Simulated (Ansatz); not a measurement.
# C₁₀H₁₀O₂: small, medium and large basis sets

The task here is to estimate one member of a computed series from the others.

Method: one geometry, several basis sets; program: Ansatz 0.2.0, Gaussian basis.

Plan: PBE0-D4/def2-SVP; ωB97M-V/def2-SVP; PBE0-D4/def2-QZVPP; ωB97M-V/def2-QZVPP; the functionals' def2-TZVPP values are taken from earlier runs.

### The relaxed structure

An earlier PBE0-D4 in a triple-zeta def2 set relaxation fixed the geometry.

SMILES `CC(=O)CC(=O)c1ccccc1`, 22 atoms, charge 0, spin multiplicity 1.

Atoms are counted from 1 here; the program's logs count them from 0.

Bond lengths: C1–C2 1.499 Å, C1–H13 1.095 Å, C1–H14 1.088 Å, C1–H15 1.093 Å, C2–O3 1.205 Å, C2–C4 1.524 Å, C4–C5 1.521 Å, C4–H16 1.088 Å, C4–H17 1.091 Å, C5–O6 1.210 Å, C5–C7 1.484 Å, C7–C8 1.394 Å, C7–C12 1.395 Å, C8–C9 1.386 Å, C8–H18 1.083 Å, C9–C10 1.387 Å, C9–H19 1.084 Å, C10–C11 1.390 Å and more. Angles: C2–C1–H13 108.8°, C2–C1–H14 110.3°, C2–C1–H15 110.5°, H13–C1–H14 109.3°, H13–C1–H15 106.7°, H14–C1–H15 111.1°, C1–C2–O3 123.1°, C1–C2–C4 115.8°, O3–C2–C4 121.1°, C2–C4–C5 110.1°, C2–C4–H16 108.6°, C2–C4–H17 109.6°, C5–C4–H16 111.9°, C5–C4–H17 106.2°, H16–C4–H17 110.4°, C4–C5–O6 119.7°, C4–C5–C7 118.7°, O6–C5–C7 121.6° and more.

As a file:

```xyz
22
charge 0, multiplicity 1
C    -0.0908    0.0775   -3.4619
C    -0.8319   -0.4331   -2.2636
O    -1.0421   -1.6034   -2.0694
C    -1.3098    0.6259   -1.2780
C    -0.1469    1.1104   -0.4250
O     0.5051    2.0645   -0.7850
C     0.1714    0.3784    0.8261
C    -0.3925   -0.8588    1.1315
C    -0.0383   -1.5111    2.3016
C     0.8635   -0.9268    3.1779
C     1.4274    0.3078    2.8788
C     1.0894    0.9532    1.7051
H    -0.8028    0.5670   -4.1342
H     0.3930   -0.7445   -3.9858
H     0.6357    0.8385   -3.1669
H    -2.1086    0.2012   -0.6732
H    -1.6695    1.4982   -1.8253
H    -1.0810   -1.3331    0.4427
H    -0.4687   -2.4792    2.5292
H     1.1314   -1.4355    4.0970
H     2.1335    0.7625    3.5638
H     1.5234    1.9105    1.4433
```

Set-up of the first run:

Input file in.yaml:

```yaml
crystal:
  periodic: [false, false, false]
  atoms:
    - {symbol: C, position_ang: [-0.090808, 0.077510, -3.461939]}
    - {symbol: C, position_ang: [-0.831919, -0.433106, -2.263610]}
    - {symbol: O, position_ang: [-1.042124, -1.603354, -2.069364]}
    - {symbol: C, position_ang: [-1.309780, 0.625877, -1.278000]}
    - {symbol: C, position_ang: [-0.146912, 1.110374, -0.424974]}
    - {symbol: O, position_ang: [0.505114, 2.064523, -0.785004]}
    - {symbol: C, position_ang: [0.171416, 0.378430, 0.826058]}
    - {symbol: C, position_ang: [-0.392502, -0.858807, 1.131450]}
    - {symbol: C, position_ang: [-0.038330, -1.511077, 2.301632]}
    - {symbol: C, position_ang: [0.863487, -0.926806, 3.177858]}
    - {symbol: C, position_ang: [1.427372, 0.307788, 2.878789]}
    - {symbol: C, position_ang: [1.089415, 0.953162, 1.705093]}
    - {symbol: H, position_ang: [-0.802775, 0.567004, -4.134217]}
    - {symbol: H, position_ang: [0.392983, -0.744502, -3.985842]}
    - {symbol: H, position_ang: [0.635716, 0.838466, -3.166871]}
    - {symbol: H, position_ang: [-2.108649, 0.201175, -0.673207]}
    - {symbol: H, position_ang: [-1.669500, 1.498182, -1.825263]}
    - {symbol: H, position_ang: [-1.081014, -1.333142, 0.442732]}
    - {symbol: H, position_ang: [-0.468661, -2.479176, 2.529168]}
    - {symbol: H, position_ang: [1.131410, -1.435548, 4.097005]}
    - {symbol: H, position_ang: [2.133460, 0.762502, 3.563818]}
    - {symbol: H, position_ang: [1.523400, 1.910525, 1.443285]}
basis:
  gaussian: {orbitals: def2-SVP}
hamiltonian: {xc: pbe0, dispersion: d4}
output: {orbitals: {seedname: orbitals}}
```

Started as:

```
ansatz run in.yaml --threads 4 --pin off --events-out ev --progress --plain --max-ram 66560MiB --backend cpu
```

Steps of the session up to this table: PBE0-D4 in def2-SVP; ωB97M-V in def2-SVP; PBE0-D4 in def2-QZVPP; ωB97M-V in def2-QZVPP.

One of the session's tables, all rows but one given; the rest of the session is left out.

It belongs to the step «Functionals by basis». 

```
functional       basis  HOMO (eV)  LUMO (eV)
   PBE0-D4    def2-SVP      -7.29      -1.86
   PBE0-D4  def2-TZVPP          ?          ?
   PBE0-D4  def2-QZVPP      -7.40      -2.01
   ωB97M-V    def2-SVP      -9.65       0.25
   ωB97M-V  def2-TZVPP      -9.70       0.08
   ωB97M-V  def2-QZVPP      -9.72       0.03
```

Estimate the missing values for PBE0-D4, def2-TZVPP.

As computed: HOMO (eV): -7.38; LUMO (eV): -1.97. In the column «HOMO (eV)» it lies between PBE0-D4, def2-QZVPP (-7.40) and PBE0-D4, def2-SVP (-7.29).
